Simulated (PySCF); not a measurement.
# C2H5NOSi: the cost of one run

The runs use PySCF 2.14.0, with density-fitted response routines of our own; the level of theory stands in each step. All values are computed, except where a source is named. Atoms count from 0, in the outputs and in this text.

### Step 1. The molecule as given

10 atoms, charge 0, multiplicity 1; geometry from: GFN2-xTB. The atoms were then displaced at random by about 0.01 Å, so the start is not that level's minimum.

Bonds of the start (Å): C0–Si1 1.87, Si1–O2 1.63, Si1–C3 1.90, C3–N4 1.13, C0–H5 1.12, C0–H6 1.07, C0–H7 1.09, Si1–H8 1.49, O2–H9 0.97.

### Step 2. Geometry optimisation at PBE0-D3(BJ)/def2-SVP

The job: settings as JSON, then the geometry in Å.

```
{"job": {"xc": "PBE0", "basis": "def2-SVP", "d3": "d3bj", "grid": 1, "shake": 0.01, "kind": "geom"}, "charge": 0, "multiplicity": 1}
C     -1.353320    -0.420680    -0.223340
Si     0.263770     0.265580     0.419790
O      0.474230     1.690390    -0.336200
C      1.667770    -0.920810    -0.068240
N      2.466070    -1.658290    -0.366990
H     -2.191670     0.285110     0.015730
H     -1.591780    -1.366360     0.205950
H     -1.339480    -0.503630    -1.313140
H      0.362690     0.404370     1.897010
H      1.292160     2.203380    -0.251630
```

Launch:

```console
OMP_NUM_THREADS=1 python probes_run.py task.json out
```

This one command runs all jobs of the session in turn.

Q: Estimate the wall time and peak memory of this first job on 1 thread of Arm Neoverse N1, shared host.

About 51 s, with a peak of 0.41 GiB.
